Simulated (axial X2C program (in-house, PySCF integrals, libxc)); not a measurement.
**All-electron X2C curves of BrK⁺**

Aim: find the lowest determinant of BrK⁺, scan the bond at several levels and fit the constants, once spin-free and once with spin–orbit coupling.

Program: an in-house X2C program for linear molecules on PySCF integrals. Level of theory: all-electron X2C, Br dyall-v3z, K dyall-v3z. These are calculated values, not measurements.

### 1 The job

task.json

```json
{
 "zs": [
  35,
  19
 ],
 "q": 1,
 "bas": [
  "dyall-v3z",
  "dyall-v3z"
 ],
 "levels": [
  "PBE0",
  "HF",
  "B97-3",
  "TPSS"
 ],
 "cc": false,
 "r0": 3.1,
 "npts": 10,
 "nst": 2,
 "ntry": 6,
 "opt": {
  "auxb": 3.0
 }
}
```

Keys: zs atomic numbers; q charge; bas basis sets; levels methods (HF also brings MP2); cc coupled cluster on or off; r0 starting distance in Å; npts points asked for on the curve; nst determinants followed; ntry starts of the search; auxb ratio of fitting exponents.

Started as:

```console
> python so2c.py task.json out
```

Spin-free means the one-electron spin-free X2C Hamiltonian; two-component (2c) means X2C with spin–orbit coupling and atomic mean-field two-electron Coulomb and Gaunt terms. Basis: Br dyall-v3z contracted to [8s9p6d1f], K dyall-v3z contracted to [11s12p4d2f]; Gaussian nuclei, density fitting. Masses: Br 78.918 u, K 38.964 u.

Notation: σ, π±, δ± give the projection m of an orbital's angular momentum (0, ±1, ±2), α and β its spin, Λ and M_S the sums; ω is the projection of a spinor's total angular momentum and Ω the sum. Logs are in hartree.

The results follow Hamiltonian by Hamiltonian and level by level.

### 2 Which state to follow

PBE0 moves the distance from 3.100 Å to 3.407 Å and compares determinants there.

Spin-free determinants:

```json
{"ΔE (eV)": "0.00", "state": "M_S = 1/2, Λ = 1", "open shells": "beyond closed shells: π+α, π+β, π-α"}
{"ΔE (eV)": "0.25", "state": "M_S = 1/2, Λ = 0", "open shells": "beyond closed shells: σα"}
{"ΔE (eV)": "7.50", "state": "M_S = 3/2, Λ = 0", "open shells": "beyond closed shells: σα, π+α, π-α"}
{"ΔE (eV)": "7.63", "state": "M_S = 1/2, Λ = 0", "open shells": "beyond closed shells: σβ, π+α, π-α"}
{"ΔE (eV)": "7.68", "state": "M_S = 3/2, Λ = 1", "open shells": "beyond closed shells: 2 × σα, π+α, π+β, π-α"}
```

Two-component determinants:

```csv
ΔE (eV),state,open shells
0.00,Ω = 3/2,excess of +ω over −ω: ω = 3/2
0.20,Ω = 1/2,excess of +ω over −ω: ω = 1/2
7.62,Ω = 5/2,"excess of +ω over −ω: 2 × ω = 1/2, ω = 3/2"
7.71,Ω = 1/2,"excess of +ω over −ω: 2 × ω = -1/2, ω = 3/2"
```

### 3 PBE0, spin-free

State followed: M_S = 1/2, Λ = 1 (beyond closed shells: π+α, π+β, π-α). The scan is laid around 3.407 Å, a first estimate of the minimum, and this SCF restarts from the orbitals of the search.

The SCF at the reference distance of 3.407 Å:

```text
spin-free X2C-1e  PBE0
basis functions 153  fitting functions 550  grid points 5805
iter        total energy     max residual
   1      -3207.947474846     5.42e-06
   2      -3207.947474846     4.16e-06
converged
one-electron -4647.41952270  Coulomb 1462.19278111  exact exchange -30.96661456  xc functional -95.04230339  nuclear repulsion 103.28818470
```

Along the bond, energies from the lowest point:

| R (Å) | E (eV) | μ (D) | HOMO (eV) | LUMO (eV) | iterations |
| --- | --- | --- | --- | --- | --- |
| 2.964 | 0.1101 | 7.98 | -13.44 | -10.83 | 8 |
| 3.100 | 0.0399 | 8.46 | -13.28 | -10.66 | 8 |
| 3.203 | 0.0135 | 8.83 | -13.16 | -10.54 | 7 |
| 3.305 | 0.0016 | 9.20 | -13.04 | -10.42 | 7 |
| 3.407 | 0.0000 | 9.58 | -12.93 | -10.31 | 2 |
| 3.526 | 0.0062 | 10.03 | -12.80 | -10.18 | 7 |
| 3.646 | 0.0180 | 10.48 | -12.68 | -10.06 | 7 |
| 3.799 | 0.0367 | 11.05 | -12.53 | -9.91 | 7 |
| 3.986 | 0.0611 | 11.76 | -12.35 | -9.74 | 7 |
| 4.259 | 0.0936 | 12.78 | -12.12 | -9.50 | 7 |

Dipoles are positive if K is the positive end and refer to the centre of mass.

Re = 3.376 Å, ωe = 86.9 cm⁻¹, ωexe = 1.26 cm⁻¹, Be = 0.05669 cm⁻¹, De = 0.177 eV, μ = 9.47 D.

### 4 HF, spin-free

The SCF at the reference distance of 3.407 Å:

```text
spin-free X2C-1e  HF
basis functions 153  fitting functions 550  grid points 5805
iter        total energy     max residual
   1      -3205.805015133     2.36e-01
   2      -3205.823040704     4.52e-03
   3      -3205.823301802     1.99e-03
   4      -3205.823323118     8.82e-04
   5      -3205.823327539     1.80e-04
   6      -3205.823328171     4.58e-05
   7      -3205.823328225     1.44e-05
   8      -3205.823328230     2.92e-06
   9      -3205.823328230     5.20e-07
converged
one-electron -4647.16812197  Coulomb 1461.98989953  exact exchange -123.93329048  xc functional 0.00000000  nuclear repulsion 103.28818470
```

Re = 3.512 Å, ωe = 75.0 cm⁻¹, ωexe = 1.29 cm⁻¹, Be = 0.0524 cm⁻¹, De = 0.060 eV, μ = 10.14 D.

### 5 B97-3, spin-free

The SCF at the reference distance of 3.407 Å:

```text
spin-free X2C-1e  B97-3
basis functions 153  fitting functions 550  grid points 5805
iter        total energy     max residual
   1      -3208.111422628     3.06e-02
   2      -3208.111778040     2.84e-03
   3      -3208.111787096     2.57e-03
   4      -3208.111804869     1.01e-04
   5      -3208.111804965     2.99e-05
   6      -3208.111804976     5.01e-06
   7      -3208.111804977     8.19e-07
converged
one-electron -4647.55160082  Coulomb 1462.33412505  exact exchange -33.35875661  xc functional -92.82375729  nuclear repulsion 103.28818470
```

Re = 3.420 Å, ωe = 84.4 cm⁻¹, ωexe = 1.38 cm⁻¹, Be = 0.05525 cm⁻¹, De = 0.170 eV, μ = 9.68 D.

### 6 TPSS, spin-free

Output at 3.407 Å:

```text
spin-free X2C-1e  TPSS
basis functions 153  fitting functions 550  grid points 5805
iter        total energy     max residual
   1      -3208.351712300     2.21e-02
   2      -3208.352817792     8.56e-03
   3      -3208.352887977     7.92e-03
   4      -3208.353087945     1.28e-04
   5      -3208.353088199     9.09e-05
   6      -3208.353088364     1.32e-05
   7      -3208.353088366     4.27e-06
   8      -3208.353088367     2.93e-07
converged
one-electron -4646.96059941  Coulomb 1461.70236790  exact exchange 0.00000000  xc functional -126.38304155  nuclear repulsion 103.28818470
```

Re = 3.411 Å, ωe = 82.0 cm⁻¹, ωexe = 1.31 cm⁻¹, Be = 0.05555 cm⁻¹, De = 0.112 eV, μ = 9.55 D.

### 7 MP2, spin-free

Correlated methods: 15 electrons correlated (frozen shells, counted by type: Br 3 s, 2 p, 1 d; K 2 s, 1 p), 215 virtual spinors in MP2.

MP2: Re = 3.350 Å, ωe = 92.2 cm⁻¹, Be = 0.05758 cm⁻¹, De = 0.253 eV.

### 8 A higher determinant, spin-free

State: M_S = 1/2, Λ = 0 (beyond closed shells: σα).

Output at the reference distance:

```text
spin-free X2C-1e  PBE0
basis functions 153  fitting functions 550  grid points 5805
iter        total energy     max residual
   1      -3207.938338312     1.49e-05
   2      -3207.938338313     1.00e-05
converged
one-electron -4647.28500853  Coulomb 1462.08161326  exact exchange -30.97071687  xc functional -95.05241087  nuclear repulsion 103.28818470
```

```
R (Å)  E above the lowest PBE0 point (eV)
2.964                               0.366
3.100                               0.308
3.203                               0.280
3.305                               0.261
3.407                               0.249
3.526                               0.239
3.646                               0.233
3.799                               0.229
3.986                               0.225
```

No constants are quoted: the lowest point is the long end of the scan.

### 9 The spin-free curves together

Energy (eV) of the followed determinant, spin-free, from each level's lowest point:

```
R (Å)   PBE0     HF    MP2  B97-3   TPSS
2.964  0.110  0.181  0.106  0.134  0.121
3.100  0.040  0.083  0.035  0.054  0.048
3.203  0.013  0.040  0.010  0.022  0.019
3.305  0.002  0.015  0.000  0.005  0.004
3.407  0.000  0.003  0.000  0.000  0.000
3.526  0.006  0.000  0.009  0.003  0.004
3.646  0.018  0.004  0.023  0.013  0.013
3.799  0.037  0.015  0.044  0.029  0.029
3.986  0.061  0.032  0.071  0.051  0.051
4.259  0.094  0.057  0.106  0.079  0.082
```

### 10 PBE0, 2c

State followed: Ω = 3/2 (excess of +ω over −ω: ω = 3/2). The scan is laid around 3.407 Å, a first estimate of the minimum, and this SCF restarts from the orbitals of the search.

Output at 3.407 Å:

```text
two-component X2C + atomic mean field  PBE0
basis functions 153  fitting functions 550  grid points 5805
iter        total energy     max residual
   1      -3206.937672257     1.18e-05
   2      -3206.937672259     6.77e-06
converged
one-electron -4644.84022612  Coulomb 1461.68464017  exact exchange -30.95547135  xc functional -95.00820313  nuclear repulsion 103.28818470  atomic mean-field constant -1.10659653
```

Along the bond, energies from the lowest point:

| R (Å) | E (eV) | μ (D) | HOMO (eV) | LUMO (eV) | iterations |
| --- | --- | --- | --- | --- | --- |
| 2.964 | 0.1108 | 7.98 | -13.50 | -10.66 | 8 |
| 3.100 | 0.0403 | 8.46 | -13.34 | -10.49 | 8 |
| 3.203 | 0.0137 | 8.83 | -13.22 | -10.37 | 7 |
| 3.305 | 0.0016 | 9.20 | -13.10 | -10.25 | 7 |
| 3.407 | 0.0000 | 9.58 | -12.98 | -10.14 | 2 |
| 3.526 | 0.0062 | 10.02 | -12.85 | -10.01 | 7 |
| 3.646 | 0.0180 | 10.47 | -12.73 | -9.89 | 7 |
| 3.799 | 0.0368 | 11.05 | -12.57 | -9.74 | 7 |
| 3.986 | 0.0614 | 11.75 | -12.40 | -9.57 | 7 |
| 4.259 | 0.0940 | 12.77 | -12.16 | -9.34 | 7 |

Dipoles are positive if K is the positive end and refer to the centre of mass.

Re = 3.377 Å, ωe = 87.1 cm⁻¹, ωexe = 1.25 cm⁻¹, Be = 0.05667 cm⁻¹, De = 0.228 eV, μ = 9.46 D.

### 11 HF, 2c

Output at 3.407 Å:

```text
two-component X2C + atomic mean field  HF
basis functions 153  fitting functions 550  grid points 5805
iter        total energy     max residual
   1      -3204.795883184     2.36e-01
   2      -3204.813887539     4.56e-03
   3      -3204.814148006     1.99e-03
   4      -3204.814169147     8.81e-04
   5      -3204.814173523     1.79e-04
   6      -3204.814174140     4.44e-05
   7      -3204.814174191     1.40e-05
   8      -3204.814174196     2.87e-06
   9      -3204.814174196     5.31e-07
converged
one-electron -4644.58797066  Coulomb 1461.48084048  exact exchange -123.88863218  xc functional 0.00000000  nuclear repulsion 103.28818470  atomic mean-field constant -1.10659653
```

Re = 3.512 Å, ωe = 75.2 cm⁻¹, ωexe = 1.28 cm⁻¹, Be = 0.05239 cm⁻¹, De = 0.047 eV, μ = 10.14 D.

### 12 B97-3, 2c

Output at 3.407 Å:

```text
two-component X2C + atomic mean field  B97-3
basis functions 153  fitting functions 550  grid points 5805
iter        total energy     max residual
   1      -3207.101748140     3.09e-02
   2      -3207.102107121     2.84e-03
   3      -3207.102116230     2.57e-03
   4      -3207.102133891     1.03e-04
   5      -3207.102133989     3.02e-05
   6      -3207.102134001     5.17e-06
   7      -3207.102134002     8.28e-07
converged
one-electron -4644.97189164  Coulomb 1461.82557068  exact exchange -33.34675189  xc functional -92.79064932  nuclear repulsion 103.28818470  atomic mean-field constant -1.10659653
```

Re = 3.421 Å, ωe = 84.5 cm⁻¹, ωexe = 1.37 cm⁻¹, Be = 0.05523 cm⁻¹, De = 0.196 eV, μ = 9.67 D.

### 13 TPSS, 2c

Output at 3.407 Å:

```text
two-component X2C + atomic mean field  TPSS
basis functions 153  fitting functions 550  grid points 5805
iter        total energy     max residual
   1      -3207.341512659     2.29e-02
   2      -3207.342619197     8.57e-03
   3      -3207.342688854     7.96e-03
   4      -3207.342890202     1.27e-04
   5      -3207.342890454     9.10e-05
   6      -3207.342890619     1.32e-05
   7      -3207.342890621     4.26e-06
   8      -3207.342890622     2.92e-07
converged
one-electron -4644.38092366  Coulomb 1461.19387731  exact exchange 0.00000000  xc functional -126.33743243  nuclear repulsion 103.28818470  atomic mean-field constant -1.10659653
```

Re = 3.411 Å, ωe = 82.2 cm⁻¹, ωexe = 1.31 cm⁻¹, Be = 0.05553 cm⁻¹, De = 0.218 eV, μ = 9.55 D.

### 14 Correlated methods, 2c

Correlated methods: 15 electrons correlated (frozen shells, counted by type: Br 3 s, 2 p, 1 d; K 2 s, 1 p), 215 virtual spinors in MP2.

MP2: Re = 3.351 Å, ωe = 92.3 cm⁻¹, Be = 0.05756 cm⁻¹, De = 0.259 eV.

### 15 A higher determinant, 2c

State: Ω = 1/2 (excess of +ω over −ω: ω = 1/2).

Output at the reference distance:

```text
two-component X2C + atomic mean field  PBE0
basis functions 153  fitting functions 550  grid points 5805
iter        total energy     max residual
   1      -3206.930308697     8.35e-06
   2      -3206.930308699     4.11e-06
   3      -3206.930308700     3.28e-06
converged
one-electron -4644.76653609  Coulomb 1461.61287623  exact exchange -30.95486166  xc functional -95.00337535  nuclear repulsion 103.28818470  atomic mean-field constant -1.10659653
```

```
R (Å)  E above the lowest PBE0 point (eV)
2.964                               0.312
3.100                               0.245
3.203                               0.218
3.305                               0.205
3.407                               0.200
3.526                               0.202
3.646                               0.209
3.799                               0.220
3.986                               0.233
```

Re = 3.429 Å, ωe = 72.6 cm⁻¹, ωexe = 1.84 cm⁻¹, Be = 0.05497 cm⁻¹, μ = 9.75 D. Te = 0.20 eV.

### 16 The 2c curves together

Energy (eV) of the followed determinant, 2c, from each level's lowest point:

```
R (Å)   PBE0     HF    MP2  B97-3   TPSS
2.964  0.111  0.182  0.106  0.135  0.122
3.100  0.040  0.083  0.036  0.054  0.048
3.203  0.014  0.040  0.010  0.022  0.019
3.305  0.002  0.016  0.000  0.005  0.004
3.407  0.000  0.003  0.000  0.000  0.000
3.526  0.006  0.000  0.009  0.003  0.003
3.646  0.018  0.004  0.023  0.013  0.013
3.799  0.037  0.015  0.044  0.029  0.029
3.986  0.061  0.032  0.071  0.051  0.051
4.259  0.094  0.058  0.107  0.080  0.082
```

The whole job took 79 s on 1 thread, shared host.

### 17 Results

| Hamiltonian | level | Re (Å) | ωe (cm⁻¹) | De (eV) |
| --- | --- | --- | --- | --- |
| spin-free | PBE0 | 3.376 | 86.9 | 0.177 |
| spin-free | HF | 3.512 | 75.0 | 0.060 |
| spin-free | MP2 | 3.350 | 92.2 | 0.253 |
| spin-free | B97-3 | 3.420 | 84.4 | 0.170 |
| spin-free | TPSS | 3.411 | 82.0 | 0.112 |
| 2c | PBE0 | 3.377 | 87.1 | 0.228 |
| 2c | HF | 3.512 | 75.2 | 0.047 |
| 2c | MP2 | 3.351 | 92.3 | 0.259 |
| 2c | B97-3 | 3.421 | 84.5 | 0.196 |
| 2c | TPSS | 3.411 | 82.2 | 0.218 |

What this shows: One setting of the input is poor: density fitting set too sparse (a ratio of 3 between fitting exponents, against the usual 2). The numbers above are not properties of BrK⁺; the cure is to run again with the usual setting.
